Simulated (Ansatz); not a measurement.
# FGaH2O: the cost of one run

Computed with Ansatz 0.2.0 through its Python package. Level of theory: MP2/def2-SVP.

## Step 1: Starting point

Bond lengths: O1–Ga2 1.971 Å, Ga2–F3 1.716 Å, O1–H4 0.973 Å, Ga2–H5 1.433 Å. Angles: O1–Ga2–F3 102.2°, O1–Ga2–H5 104.5°, F3–Ga2–H5 150.6°, Ga2–O1–H4 92.4°.

The script holds or builds the structure itself.

## Step 2: Script

File scan.py:

```python
'''Stretching a bond of FGaH2O, the rest held rigid.'''

import logging
import sys

import ansatz as az
from ase import Atoms
import numpy as np

logging.basicConfig(stream=sys.stdout, format='%(levelname)s:%(name)s:%(message)s')
logger = logging.getLogger('fgah2o')
logger.setLevel(logging.INFO)

atoms = Atoms(['O', 'Ga', 'F', 'H', 'H'], positions=[
    (-0.778, -0.9891, -0.4955),
    (0.6292, 0.3169, -0.048),
    (0.0186, 1.7605, -0.7455),
    (-1.2646, -0.8085, 0.3273),
    (1.4448, -0.3535, 0.9204),
])
mol = az.Crystal.molecule_from_ase(atoms)

symbols = [site.symbol for site in mol.cartesian_sites]
start = np.array([site.position_ang for site in mol.cartesian_sites])
axis = (start[0] - start[1]) / np.linalg.norm(start[0] - start[1])
moving = [0, 3]
lengths, energies = [1.735, 1.814, 1.892, 1.971, 2.05, 2.129, 2.208, 2.326], []
for length in lengths:
    xyz = start.copy()
    xyz[moving] += (length - np.linalg.norm(start[0] - start[1])) * axis
    point = az.Crystal.molecule()
    for symbol, place in zip(symbols, xyz):
        point = point.atom(symbol, place.tolist())
    calculation = (
        point.calculation()
        .basis(gaussian='def2-SVP')
        .correlation('mp2')  # correlation on top of the mean field
    )
    summary = calculation.run(threads=1, backend='cpu').report
    energies.append(summary['free_energy_ev'])
    logger.info(f'r = {length:6.3f} A  E = {energies[-1]:.5f} eV  <S^2> = {abs(summary["mean_field"]["state"]["spin_squared"]):.3f}')

# quartic fit about the minimum
fit = np.polynomial.Polynomial.fit(lengths, np.array(energies) - min(energies), 4).convert()
roots = [r.real for r in fit.deriv().roots() if abs(r.imag) < 1e-9 and fit.deriv(2)(r.real) > 0]
r_e = min(roots, key=lambda r: abs(r - lengths[int(np.argmin(energies))]))
logger.info(f'minimum of the fit at {r_e:.4f} A, force constant {fit.deriv(2)(r_e):.2f} eV/A^2')
```

## Step 3: What the engine is handed

The engine receives this input (first run):

```yaml
crystal:
  periodic: [false, false, false]
  atoms:
    - { symbol: O, position_ang: [-0.6093059319900992, -0.8325377111846712, -0.4418540396287446] }
    - { symbol: Ga, position_ang: [0.6292, 0.3169, -0.048] }
    - { symbol: F, position_ang: [0.0186, 1.7605, -0.7455] }
    - { symbol: H, position_ang: [-1.095905931990099, -0.6519377111846714, 0.3809459603712554] }
    - { symbol: H, position_ang: [1.4448, -0.3535, 0.9204] }
basis:
  gaussian:
    orbitals: def2-SVP
correlation:
  method: mp2
```

## Step 4: Launch

Started as:

```
> python scan.py
```

**Question.** How long does this script take on 1 thread of Arm Neoverse V1, shared host, and how much memory does it need?

About 6.1 s, with a peak of 0.18 GiB.
